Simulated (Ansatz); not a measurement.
What does this script print? It uses Ansatz 0.2.0 through its Python package.

Script `torsion_c2h4alcls.py`:
```python
# -*- coding: utf-8 -*-
"""Energy of C2H4AlClS as one group turns about a bond."""

import ansatz as az
from ase import Atoms

atoms = Atoms(["C", "C", "S", "Al", "Cl", "H", "H", "H", "H"], positions=[
    (-0.0534, -1.158, -0.2169),
    (0.2337, 0.0291, 0.7157),
    (1.8588, 0.713, 0.4077),
    (-0.0419, 1.8278, 0.0317),
    (-1.4326, 2.8642, -1.4087),
    (-1.1969, -1.2792, -0.2104),
    (0.4455, -2.0317, 0.1113),
    (0.2461, -0.8719, -1.2792),
    (0.0292, -0.1396, 1.8317),
])

# relax first, so that the scan starts from a minimum
first = (
    az.Crystal.molecule_from_ase(atoms).calculation()
    .basis(gaussian="cc-pVDZ")
    .functional("hf")
    .relax(force_tolerance=0.02, max_steps=80)
)
atoms.positions = first.run(threads=1, pin="off").report["positions_ang"]

start = atoms.get_dihedral(2, 1, 0, 5)
energies = {}
for turn in range(0, 121, 20):
    turned = atoms.copy()
    turned.set_dihedral(2, 1, 0, 5, start + turn, indices=[0, 5, 6, 7])
    job = (
        az.Crystal.molecule_from_ase(turned).calculation()
        .basis(gaussian="cc-pVDZ")
        .functional("hf")
    )
    energies[round((start + turn) % 360)] = job.run(threads=1, pin="off").report["free_energy_ev"]
floor = min(energies.values())
print("dihedral S2-C1-C0-H5 (deg)   E - E(min) (kJ/mol)")
for angle, e in sorted(energies.items()):
    print(f"{angle:8d} {96.485332 * (e - floor):14.3f}  " + "#" * int(30 * (e - floor) / max(max(energies.values()) - floor, 1e-9)))
```

`python torsion_c2h4alcls.py` gives:
```text
dihedral S2-C1-C0-H5 (deg)   E - E(min) (kJ/mol)
     184          0.000
     204          3.995  #######
     224         12.037  ######################
     244         16.315  ##############################
     264         12.657  #######################
     284          4.986  #########
     304          0.937  #
```

The scan is rigid and the energies are electronic, in a modest basis. With rigid groups the curve can differ much from the relaxed path, the start wasn't checked as a minimum of this torsion, and equivalent turns needn't return to the same energy. Finished in 41 s on 1 thread of Arm Neoverse V1 (shared host), peak memory 0.3 GiB.

(A comment or docstring line of the script was reworded after the run, the code is as it ran; lines on the test bed's own set-up are left out of the output.)
